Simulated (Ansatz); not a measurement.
# NiMoIrPdW (P3m1) in Ansatz: relaxation of cell and atoms with revPBE

Aim: the relaxation of cell and atoms of NiMoIrPdW with revPBE.

Program: Ansatz 0.2.0. These are calculated values, not measurements. Logs are shortened: lines on timing, memory, paths and dates and some standing lists are left out, and cuts for length are marked.

### 1 The crystal as given

It takes space group P3m1 (No. 156, trigonal). The conventional cell has a = 2.766 Å, b = 2.766 Å, c = 11.023 Å, α = 90.00°, β = 90.00°, γ = 120.00°. Around Ni (site symmetry 3m) lie 3 Mo at 2.60 Å and 3 Pd at 2.71 Å and 6 Ni at 2.77 Å. Mo (site symmetry 3m) is surrounded by 3 Ni at 2.60 Å and 6 Mo at 2.77 Å and 3 Ir at 2.82 Å. Around Pd (site symmetry 3m) lie 3 Ni at 2.71 Å and 3 W at 2.74 Å and 6 Pd at 2.77 Å. Ir (site symmetry 3m) is surrounded by 3 W at 2.74 Å and 6 Ir at 2.77 Å and 3 Mo at 2.82 Å. W (site symmetry 3m) has 3 Pd at 2.74 Å and 3 Ir at 2.74 Å and 6 W at 2.77 Å as nearest neighbours.

The cell was built by a generator and needn't be a form met in nature.

### 2 Relaxation of cell and atoms, revPBE, collinear spin, ferromagnetic start

Contents of input.yaml:

```yaml
crystal:
  lattice:
    - [2.76616, 0.0, 0.0]
    - [-1.38308, 2.39557, 0.0]
    - [0.0, 0.0, 11.02292]
  atoms:
    - { symbol: Ni, position: [0.33333, 0.66667, 0.59712], spin: 1.0 }
    - { symbol: Mo, position: [0.0, 0.0, 0.41074], spin: 1.0 }
    - { symbol: Pd, position: [0.66667, 0.33333, 0.7952] }
    - { symbol: Ir, position: [0.66667, 0.33333, 0.1996], spin: 0.6 }
    - { symbol: W, position: [0.33333, 0.66667, 0.99734] }
hamiltonian:
  xc: revpbe
  pseudopotentials: { kind: paw }
magnetization:
  spin_polarized: true
kpoints:
  mp_grid: { grid: [8, 8, 2] }
scf:
  occupations: { method: fermi_dirac, width: 0.05 }
output:
  forces: true
  stress: true
  eigenvalues: true
relax:
  f_tol: 0.01
  max_steps: 40
  cell: { stress_tol: 0.05 }
```

Potentials or basis: Ansatz PAW.

Launch:

```console
$ ansatz run input.yaml --threads 8 --pin off --max-ram 20480MiB --backend cpu --events-out ev --progress --plain --runs-dir out
```

The program printed:

```text
Warning: the atoms were moved onto the symmetric positions of the space group found under crystal.symmetry.tolerance 1.0e-5 (fractional; no operation is sought that the atoms, as they stand in a round, miss by more than twice it, and no atom is moved by as much as it), and the run uses the moved positions. Before a round's move an operation carried an atom to 2.77e-5 Å from where it should land, the largest such distance. Atom 0 (counting from 0) moved farthest, by 1.60e-5 Å; the longest move in fractions of the cell, of whichever atom, is 0.47 of the tolerance, in 1 round. To run the atoms as typed, lower crystal.symmetry.tolerance until the operations that they miss are no longer found, or set crystal.symmetry.detect: false (a key that needs symmetry detection or time reversal refuses this as the deck is read). The positions used, in the order of the run's atom list: position: [0.3333333333333333, 0.6666666666666666, 0.59712]; position: [0.0, 0.0, 0.41074]; position: [0.6666666666666666, 0.3333333333333333, 0.7952]; position: [0.6666666666666666, 0.3333333333333333, 0.1996]; position: [0.3333333333333333, 0.6666666666666666, 0.99734]; The lattice was moved too: crystal.lattice keeps the space group found at crystal.symmetry.tolerance 1.0e-5 only nearly: the operation that it misses by the most changes a squared length by the fraction 3.74e-6. The run uses the lattice that is a stretch of the typed one, with no rotation, onto the one that keeps every operation to a double's rounding (on a very oblique basis the stretch itself rounds by more); the deck's lattice vector that moved farthest moved by 2.98e-6 Å. To run the lattice as typed, set crystal.symmetry.tolerance under 3.73e-6, the least fraction by which an operation that the lattice misses changes a squared length (the same key also sets how far an atom may lie from its image, so lowering it can lose operations that the atoms keep only within it), or set crystal.symmetry.detect: false, as for the atoms. crystal.lattice made exact, in Å and degrees: [[2.766162984364202, 0.0, 0.0], [-1.383081492182101, 2.3955674154675757, 0.0], [0.0, 0.0, 11.02292]]. Pasted over the deck's crystal.lattice, beside positions in fractional coordinates, it runs the same cell (given as lengths and angles, that cell in the form's own orientation, a rigid turn of the misfit's size from the one run here, for which a checkpoint.post_process_only pass over this run's state can be refused: where this run relaxes nothing, give such a pass this deck's own crystal.lattice, as typed; behind a relaxation, as crystal.lattice, the state's own cell, identity.cell in its checkpoint.json), and a matrix so pasted ends this notice, except on a very skew basis of the lattice, where the rounding of the pasted numbers themselves can read as a misfit: the cell is then moved again, and that move is told again. The lattice as run is in this notice's lattice.as_run_ang field (Run.prep()["deck_notices"] in Python, the deck_notice line of an events file, deck_notices of ansatz run --dry-run=json, or deck_notices in record.json in the deck's checkpoint.write directory).
Warning: RAYON_NUM_THREADS=8 ignored (pool sized by the plan → 8); use --threads N
Engine: ansatz 0.2.0, aarch64-unknown-linux-gnu
Pseudopotentials: kind: paw
Pseudopotential: Ni, paw, valence charge 18, recommended cutoff 420 eV (normal), Ni.paw.azcp
Pseudopotential: Mo, paw, valence charge 14, recommended cutoff 420 eV (normal), Mo.paw.azcp
Pseudopotential: Pd, paw, valence charge 18, recommended cutoff 420 eV (normal), Pd.paw.azcp
Pseudopotential: Ir, paw, valence charge 17, recommended cutoff 420 eV (normal), Ir.paw.azcp
Pseudopotential: W, paw, valence charge 14, recommended cutoff 420 eV (normal), W.paw.azcp
Functional definition: revPBE
  parameter kappa = 1.245
  parameter beta = 0.06672455060314922
  exchange = pbe_x(kappa = kappa, mu = beta*pi^2/3)
  correlation = pbe_c(beta = beta)
Crystal: 5 atoms, lattice volume = 73.044 Å³
Basis set: ecut = 420 eV, 1429 PW (Γ), exchange–correlation on 40×40×150 points (8 copies of the dense FFT grid, shifted against one another)
Bands: 51, of which v1, the nominal top of the filled ones, is band 41 counted from 1 (40 counted from 0)
Symmetry: 6 space group operations
Space group: P3m1 (ITA 156), of the structure as read, at distance tolerance 4.2e-5 Å
Magnetic group: BNS 156.49 (UNI 1279), of the structure as read, at distance tolerance 4.2e-5 Å
k-points: 20 of 128 (time reversal used)
Non-local potential: Ni, projectors of the file, l = 0: 3, l = 1: 2, l = 2: 3, l = 3: 1
Non-local potential: Mo, projectors of the file, l = 0: 3, l = 1: 2, l = 2: 2, l = 3: 1
Non-local potential: Pd, projectors of the file, l = 0: 2, l = 1: 2, l = 2: 2, l = 3: 1
Non-local potential: Ir, projectors of the file, l = 0: 3, l = 1: 2, l = 2: 2, l = 3: 1
Non-local potential: W, projectors of the file, l = 0: 3, l = 1: 2, l = 2: 2, l = 3: 1
PAW form: soft (Blöchl's): semilocal exchange-correlation on the pseudo side does not see the compensation charge
PAW frozen core: Ni, regenerated for the run's functional, and the local potential with it (the file was generated under x = pbe(κ = 0.804, μ = 0.2195149727645171), c = pbe(β = 0.06672455060314922))
PAW frozen core: Mo, regenerated for the run's functional, and the local potential with it (the file was generated under x = pbe(κ = 0.804, μ = 0.2195149727645171), c = pbe(β = 0.06672455060314922))
[... 170 lines left out ...]
SCF 6 converged in 22 iterations: F = -40121.372055 eV  dr2 = 1.53e-11
relax step   6: F+E_penalty+E_count = -40121.37205456 eV  Δ(F+E_penalty+E_count) = -3.956e-4 eV  max|allowed force component| = 6.477e-3 eV/Å  Δτ_max = 0.0000 Å  P = -0.011 GPa  Ω = 74.041 Å³  stress off target by 1.56e-2 GPa  SCF on the basis re-selected at this cell (its energy is not comparable with the rows above)  (22 SCF iters)
basis re-selected at this cell: Δ(F+E_penalty+E_count) = -3.956e-4 eV, ΔP = -0.005 GPa vs the last step (what re-selecting the basis moved, of the pressure what is left beyond the Pulay correction that the steps carried, after the strain that the cell walked since its last selection, with what the two solves' SCF thresholds leave and, on support functions, any second-order correction that the steps lacked; it is no measure of the basis error at this ecutwfc). This SCF's stress stands 1.56e-2 GPa from its target on what of the cell is left free (relax.cell.stress_tol is 5.00e-2 GPa) and its largest allowed force component is 6.48e-3 eV/Å (relax.f_tol is 1.00e-2 eV/Å): within both
SCF converged after 22 iterations
Magnetization: -0.0000 μB (40.5000 up, 40.5000 down)
Absolute magnetization: 0.0000 μB (∫|ρ↑−ρ↓|, with the PAW one-centre terms)
Spin contamination: 0.0000 ħ² per cell (⟨S²⟩ above its minimum at these occupations)
Per-site moments (μB) at R_I (Å): [(-1.988740008854205e-7, 1.079616781426165), (-3.190665965832567e-8, 1.079616781426165), (-1.5442188051224636e-8, 1.1274016079048264), (-1.251803806596331e-8, 1.1360803183593289), (-2.560527755592341e-9, 1.1360803183593289)]
Free energy (F): -40121.372055 eV
Harris-Foulkes:  -40121.372055 eV  (|F-HF|=2.91e-11)
Internal energy: -40121.324057 eV  (E = F + TS)
E sigma→0 (E₀):  -40121.348056 eV
Entropy (-TS):   -0.047997 eV (-9.599 meV/atom)
Fermi energy:    20.757795 eV
--- Per-component energies (eV) ---
  E_band       = -689.520037
  E_kinetic    = 2306.560972
  E_local      = -8564.025648  (includes V_loc(G=0)·N_el)
  E_nonlocal   = 1067.484148
  E_hartree    = 3471.913406
  E_xc         = -971.372358
  E_vxc        = -1086.992670  (∫ρ·V_xc dr)
  E_paw        = -26400.893570  (= ΣΔE_a)
  E_vpaw       = -1356.374275  (= ΣTr[D̂ρ^β])
  E_aug_tail   = 0.000786  (compensation charges beyond the density's cutoff)
  E_ewald      = -11030.780865
  E_core_change = -0.210929  (= ΣΔE_core)
  E_smearing   = -0.047997  (= −TS)
  E_closure    = -0.000000  (closes the sum)
  Σ components = -40121.372055   (vs F -40121.372055, Δ=0.00e0)
--- Forces (eV/Å), atoms counted from 1 ---
  atom   1  Ni     0.00000000     0.00000000    -0.00647715
  atom   2  Mo     0.00000000     0.00000000     0.00582483
  atom   3  Pd     0.00000000     0.00000000     0.00275166
  atom   4  Ir     0.00000000     0.00000000    -0.00149686
  atom   5  W      0.00000000     0.00000000    -0.00060113
  max |Σ_I F_I| component: 1.35e-6 eV/Å
--- Stress (GPa, compression-positive) ---
       -0.015614       0.000000       0.000000
        0.000000      -0.015614      -0.000000
        0.000000      -0.000000      -0.001914
  P = ⅓ Tr σ = -0.0110 GPa (-0.110 kbar)
--- Band table (eV; the first three rows and the last of 40) ---
  k-point 0 ↑: bands = ["-82.2915", "-71.7799", "-63.9297", "-53.3122", "-42.7542", "-42.5474", "-42.5474", "-40.3060", "-29.7735", "-29.4412", "-29.4412", "-28.6416", "-28.4373", "-28.4373", "-17.7144", "-16.9313", "-16.9313", "-14.4639", "-13.6933", "-13.6933", "11.4607", "13.3140", "13.9938", "14.8469", "15.7620", "17.5404", "17.5404", "17.5823", "17.6730", "17.6730", "18.2457", "18.6030", "18.6030", "19.0146", "19.0146", "19.0799", "19.3107", "19.3107", "19.7328", "19.7328", "19.8360", "20.4436", "20.4436", "20.5316", "21.1128", "21.1128", "23.0471", "23.0471", "23.9388", "23.9388", "29.8432"]
  k-point 1 ↑: bands = ["-82.2915", "-71.7799", "-63.9297", "-53.3122", "-42.7542", "-42.5474", "-42.5474", "-40.3060", "-29.7735", "-29.4412", "-29.4412", "-28.6416", "-28.4372", "-28.4372", "-17.7145", "-16.9313", "-16.9313", "-14.4639", "-13.6933", "-13.6933", "11.5043", "13.0732", "14.0858", "15.0508", "15.8284", "17.5413", "17.5413", "17.6456", "17.6721", "17.6721", "18.0894", "18.5705", "18.5705", "18.9088", "19.1115", "19.1115", "19.2970", "19.3718", "19.3718", "19.5323", "19.5323", "20.5481", "20.5481", "21.0921", "21.0921", "21.3175", "23.0292", "23.0292", "23.9476", "23.9476", "28.9201"]
  k-point 2 ↑: bands = ["-82.2908", "-71.7752", "-63.9250", "-53.2976", "-42.7531", "-42.5545", "-42.5492", "-40.2795", "-29.7679", "-29.4835", "-29.4515", "-28.6319", "-28.5086", "-28.4545", "-17.6906", "-17.1050", "-16.9710", "-14.4371", "-13.8729", "-13.7341", "12.0385", "13.8642", "14.4273", "15.2663", "16.0553", "17.0740", "17.4201", "17.6190", "17.9244", "17.9355", "18.0243", "18.1456", "18.4290", "18.5847", "19.0468", "19.0912", "19.2033", "19.4140", "19.4186", "19.7069", "19.7841", "20.2150", "20.7166", "20.8762", "21.2706", "21.4426", "22.9734", "23.6830", "23.8620", "24.5774", "30.2294"]
  k-point 19 ↓: bands = ["-82.2864", "-71.7444", "-63.8942", "-53.2015", "-42.7463", "-42.5870", "-42.5743", "-40.1028", "-29.7310", "-29.6759", "-29.6001", "-28.8289", "-28.7026", "-28.5679", "-17.8548", "-17.5562", "-17.5326", "-14.6536", "-14.3416", "-14.2593", "15.4034", "15.5695", "16.0663", "16.1837", "16.5887", "16.6577", "16.8868", "16.9960", "17.3156", "17.7008", "17.7612", "18.1059", "18.5224", "18.9179", "19.1521", "19.4725", "20.0116", "20.2643", "20.7579", "20.9195", "21.0827", "21.3769", "22.3465", "22.6774", "23.1654", "25.0835", "25.4729", "26.7738", "27.2394", "27.5915", "28.8931"]
--- Relaxed structure (5 steps of the walk, 4 accepted, 1 SCFs on fresh bases) ---
  F+E_penalty+E_count = -40121.37205456 eV   max|allowed force component| = 6.477e-3 eV/Å   (the final SCF, on the basis selected at the relaxed cell)
  cell:  # Å, volume = 74.0407 Å³
    - [2.775709828883413, 3.533042199248251e-19, 3.1141320138959012e-18]
    - [-1.3878549144417065, 2.4038352253471924, -1.557066006947954e-18]
    - [1.240954645573908e-17, -1.6230316565695843e-32, 11.096651908738682]
  atoms:
    - { symbol: Ni, position: [0.3333333333333333, 0.6666666666666666, 0.5963007749419704] }
    - { symbol: Mo, position: [-4.0481223650912223e-19, 2.3972114907466612e-34, 0.4098249927990574] }
    - { symbol: Pd, position: [0.6666666666666666, 0.3333333333333333, 0.7958168106112677] }
    - { symbol: Ir, position: [0.6666666666666666, 0.3333333333333333, 0.19995468785320672] }
    - { symbol: W, position: [0.3333333333333333, 0.6666666666666666, 0.9981027337944978] }
```

It took 29 s on 8 threads of Arm Neoverse V1, shared host; peak memory 0.63 GiB.

Results:

```
Free energy                            : -40121.3721 eV
Relaxed volume                         : 14.81 Å³/atom
Relaxed cell                           : a = 2.776 Å, b = 2.776 Å, c = 11.097 Å, α = 90.00°, β = 90.00°, γ = 120.00°
Space group after relaxing (to 0.05 Å) : P3m1 (No. 156)
Energy gained by relaxing              : 2.1 meV/atom
Ionic steps                            : 5
Pressure after relaxing                : 0.0 GPa
Largest force after relaxing           : 0.006 eV/Å
Band gap on the k mesh                 : none (metal or under the smearing width)
Net moment                             : 0.00 μB per cell
Absolute moment                        : 0.00 μB per cell
```

Forces in eV/Å, atoms in the order of the input:
```
Ni   0.000  0.000 -0.006
Mo   0.000  0.000  0.006
Pd   0.000  0.000  0.003
Ir   0.000  0.000 -0.001
W    0.000  0.000 -0.001
```

Step by step:
| step | energy change (eV) | largest force (eV/Å) | volume (Å³) |
| --- | --- | --- | --- |
| 1 | 0.0000 | 0.0726 | 73.04 |
| 2 | -0.0100 | 0.0417 | 73.98 |
| 3 | -0.0102 | 0.0152 | 74.04 |
| 4 | -0.0102 | 0.0065 | 74.04 |
| 5 | -0.0106 | 0.0065 | 74.04 |

Final structure:
```yaml
crystal:
  lattice:
    - [2.77571, 0.00000, 0.00000]
    - [-1.38785, 2.40384, 0.00000]
    - [0.00000, 0.00000, 11.09665]
  atoms:
    - { symbol: Ni, position: [0.33333, 0.66667, 0.59630] }
    - { symbol: Mo, position: [0.00000, 0.00000, 0.40982] }
    - { symbol: Pd, position: [0.66667, 0.33333, 0.79582] }
    - { symbol: Ir, position: [0.66667, 0.33333, 0.19995] }
    - { symbol: W, position: [0.33333, 0.66667, 0.99810] }
```

Caveat: the plane-wave basis is chosen anew once the cell has moved, so the energies of steps on either side of that aren't comparable; the PAW data sets come from PBE, with cores solved anew for the run's functional, which leaves a small shift of forces and pressure; the starting moments weren't kept.
